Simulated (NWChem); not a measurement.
**One shape, several levels: BClF2 (chlorodifluoroborane)**

We compute a comparison of 5 runs (BLYP/aug-cc-pVDZ, PBE/aug-cc-pVDZ, SVWN5/aug-cc-pVDZ, CCSD/aug-cc-pVDZ, CCSD(T)/aug-cc-pVDZ) of BClF2 (chlorodifluoroborane). 

The results are computed with NWChem 7.3.0.

## 1. The molecule

BClF2 has 4 atoms, charge 0, and is taken as a singlet. As SMILES, `FB(F)Cl`. The shape is that of a PBE0-D4/def2-TZVP optimisation.

Bond lengths: F1–B2 1.310 Å, B2–F3 1.310 Å, B2–Cl4 1.740 Å. Angles: F1–B2–F3 119.0°, F1–B2–Cl4 120.5°, F3–B2–Cl4 120.5°.

## 2. Energy and forces at BLYP/aug-cc-pVDZ (run 1)

struct.nw

```
start struct
title "BClF2 BLYP"
memory stack 880 mb heap 220 mb global 1100 mb

geometry noautosym nocenter noautoz
  F    -0.173700   -1.254300   -0.546300
  B    -0.067100   -0.041300   -0.062000
  F    -1.011600    0.830100   -0.317700
  Cl    1.307900    0.405300    0.905700
end

basis spherical bse
  * library aug-cc-pVDZ
end

dft
  xc becke88 lyp
  grid fine
  convergence energy 1e-08
  maxiter 100
  mulliken
end

task dft gradient
```

On the command line:

```console
$ nwchem struct.nw > struct.out
```

Log:

```text
[...]
          Wavefunction type:  closed shell.
          No. of atoms     :     4
          No. of electrons :    40
[...]
          Charge           :     0
          Spin multiplicity:     1
[...]
          AO basis - number of functions:    96
[...]
              XC Information
              --------------
                    Becke 1988 Exchange Functional  1.000
              Lee-Yang-Parr Correlation Functional  1.000
[...]
 d= 0,ls=0.0,diis     1   -684.7877074533 -8.27D+02  2.01D-02  9.90D-01     3.4
[...]
 d= 0,ls=0.0,diis     8   -684.8958563406 -3.69D-10  6.37D-06  7.21D-07    18.9
         Total DFT energy =     -684.895856340635
      One electron energy =    -1229.296088157701
           Coulomb energy =      455.521763573228
    Exchange-Corr. energy =      -53.257842804946
 Nuclear repulsion energy =      142.136311048785
[...]
      Total Density - Mulliken Population Analysis
     ---------------------------------------------
    Atom       Charge   Shell Charges
 -----------   ------   -------------------------------------------------------
    1 F    9     9.28   2.01  0.90  0.96  0.18  3.37  1.74  0.12  0.01  0.01
    2 B    5     4.36   2.03  0.52 -0.07 -0.01  1.57 -0.05 -0.01  0.35  0.04
    3 F    9     9.28   2.01  0.90  0.96  0.18  3.37  1.74  0.12  0.01  0.01
    4 Cl  17    17.08   2.00  2.05  0.97  0.89  0.05  6.01  3.12  1.86  0.08  0.02  0.02
[...]
  wavefunction    = closed shell
                         DFT ENERGY GRADIENTS
    atom               coordinates                        gradient
                 x          y          z           x          y          z
   1 F      -0.328245  -2.370283  -1.032357    0.002169   0.027761   0.010918
   2 B      -0.126801  -0.078046  -0.117163   -0.011148  -0.003495  -0.007790
   3 F      -1.911647   1.568662  -0.600366    0.021516  -0.020196   0.005699
   4 Cl      2.471573   0.765906   1.711525   -0.012537  -0.004071  -0.008827
[...]
```

Wall time 33 s (1 thread of Intel Xeon Platinum 8488C (Sapphire Rapids), shared host); peak memory 0.12 GiB.

## 3. Energy and gradient at PBE/aug-cc-pVDZ (run 2)

bclf2.xyz

```xyz
4
BClF2
F     -0.173700    -1.254300    -0.546300
B     -0.067100    -0.041300    -0.062000
F     -1.011600     0.830100    -0.317700
Cl     1.307900     0.405300     0.905700
```

run.py

```python
from ase.io import read
from ase.calculators.nwchem import NWChem

system = read('bclf2.xyz')

calc = NWChem(
    label='bclf2',
    theory='dft',
    memory='2200 mb',
    basis='aug-cc-pVDZ',
    basispar='spherical bse',
    dft={'xc': 'xpbe96 cpbe96', 'mult': '1', 'grid': 'fine', 'convergence': 'energy 1e-08', 'iterations': '100', 'mulliken': None},
)
system.calc = calc

forces = system.get_forces()
print(f"energy = {system.get_potential_energy():.6f} eV")
print("forces (eV/A):")
for s, f in zip(system.symbols, forces):
    print(f"{s:2s} {f[0]:10.5f} {f[1]:10.5f} {f[2]:10.5f}")
print("dipole (e A):", system.get_dipole_moment().round(4))
```

On the command line:

```console
$ export ASE_NWCHEM_COMMAND="nwchem PREFIX.nwi > PREFIX.nwo"
$ python run.py
```

Log:

```text
energy = -18626.448483 eV
forces (eV/A):
F    -0.08875   -1.31044   -0.50728
B     0.67893    0.21397    0.47493
F    -1.00561    0.96159   -0.26020
Cl    0.41544    0.13488    0.29259
dipole (e A): [0.0273 0.009  0.0193]
```

The calculator wrote bclf2.nwi:

```
title "bclf2"

permanent_dir bclf2

scratch_dir bclf2

start bclf2

geometry units angstrom nocenter noautosym noautoz
  F  -1.7369999999999999e-01 -1.2543000000000000e+00 -5.4630000000000001e-01
  B  -6.7100000000000007e-02 -4.1300000000000003e-02 -6.2000000000000000e-02
  F  -1.0116000000000001e+00 8.3009999999999995e-01 -3.1769999999999998e-01
  Cl 1.3079000000000001e+00 4.0529999999999999e-01 9.0569999999999995e-01
end

memory 2200 mb

basis spherical bse noprint
   * library aug-cc-pVDZ
end

dft
  xc xpbe96 cpbe96
  mult 1
  grid fine
  convergence energy 1e-08
  iterations 100
  mulliken
end

task dft gradient
```

bclf2.nwo, shortened:

```text
[...]
         Total DFT energy =     -684.509361867890
[...]
  wavefunction    = closed shell
                         DFT ENERGY GRADIENTS
    atom               coordinates                        gradient
                 x          y          z           x          y          z
   1 F      -0.328245  -2.370283  -1.032357    0.001726   0.025484   0.009865
   2 B      -0.126801  -0.078046  -0.117163   -0.013203  -0.004161  -0.009236
   3 F      -1.911647   1.568662  -0.600366    0.019556  -0.018700   0.005060
   4 Cl      2.471573   0.765906   1.711525   -0.008079  -0.002623  -0.005690
[...]
```

It took 34 s on 1 thread of Intel Xeon Platinum 8488C (Sapphire Rapids), shared host; peak memory 0.12 GiB.

Runs 3 to 4 aren't shown in full; the table further down has their settings and results.

## 4. The energy at CCSD(T)/aug-cc-pVDZ (run 5)

bclf2.nw

```
start bclf2
memory total 2200 mb

geometry units angstroms noautosym nocenter noautoz
  F       -0.173700      -1.254300      -0.546300
  B       -0.067100      -0.041300      -0.062000
  F       -1.011600       0.830100      -0.317700
  Cl       1.307900       0.405300       0.905700
end

basis spherical bse
  F library aug-cc-pVDZ
  B library aug-cc-pVDZ
  Cl library aug-cc-pVDZ
end

scf
  thresh 1e-08
  maxiter 80
end

ccsd
  freeze core 8
  maxiter 60
end

task ccsd(t) energy
```

On the command line:

```console
$ nwchem bclf2.nw > bclf2.out
```

Log:

```text
[...]
  functions       =    96
[...]
  wavefunction    = RHF
[...]
         Total SCF energy =   -683.257259994491
      One-electron energy =  -1229.316653942988
      Two-electron energy =    403.923082899712
 Nuclear repulsion energy =    142.136311048785
        Time for solution =     33.9s
[...]
 Total MP2 energy:           -683.884610516451744
[...]
             energy      energy      error      ampl     ampl      Block
                                                time     time      time
[...]
 Total CCSD energy:           -683.900202328676187
[...]
 Total CCSD+T(CCSD) energy:           -683.918590246667350
[...]
 Total CCSD(T) energy:                -683.916863299356692
[...]
```

Wall time 3 min (1 thread of Intel Xeon Platinum 8488C (Sapphire Rapids), shared host); peak memory 0.3 GiB.

## 5. Overview of the runs

```
run                level      task  integration grid  energy (Eh)  dipole moment (D)  HOMO energy (eV)  LUMO energy (eV)  wall time
  1     BLYP/aug-cc-pVDZ  gradient              fine  -684.895856               0.18             -8.25             -1.26       33 s
  2      PBE/aug-cc-pVDZ  gradient              fine  -684.509362               0.17             -8.41             -1.38       34 s
  3    SVWN5/aug-cc-pVDZ  gradient              fine  -681.907178               0.20             -8.56             -1.69       33 s
  4     CCSD/aug-cc-pVDZ    energy                 –  -683.900202                  –            -13.52              1.28    2.5 min
  5  CCSD(T)/aug-cc-pVDZ    energy                 –  -683.916863                  –            -13.52              1.28      3 min
```

## 6. Summary of results

| quantity | value |
| --- | --- |
| run 5: total energy | -683.91686 Eh |
| run 5: HOMO energy (Hartree–Fock orbitals) | -13.52 eV |
| run 5: LUMO energy (Hartree–Fock orbitals) | 1.28 eV |
| run 5: HOMO–LUMO gap (Hartree–Fock orbitals) | 14.79 eV |
| run 5: correlation energy (8 core orbitals frozen) | -659.6 mEh |
| run 5: (T) correction | -16.66 mEh |

In words: Over runs 1, 2, 3 the dipole moment (its size) runs from 0.17 D (PBE/aug-cc-pVDZ) to 0.20 D (SVWN5/aug-cc-pVDZ). Over runs 1, 2, 3 the HOMO–LUMO gap runs from 6.87 eV (SVWN5/aug-cc-pVDZ) to 7.03 eV (PBE/aug-cc-pVDZ). Totals of different functionals can't be ranked against each other. All runs together took 7.1 min, the longest 3 min.
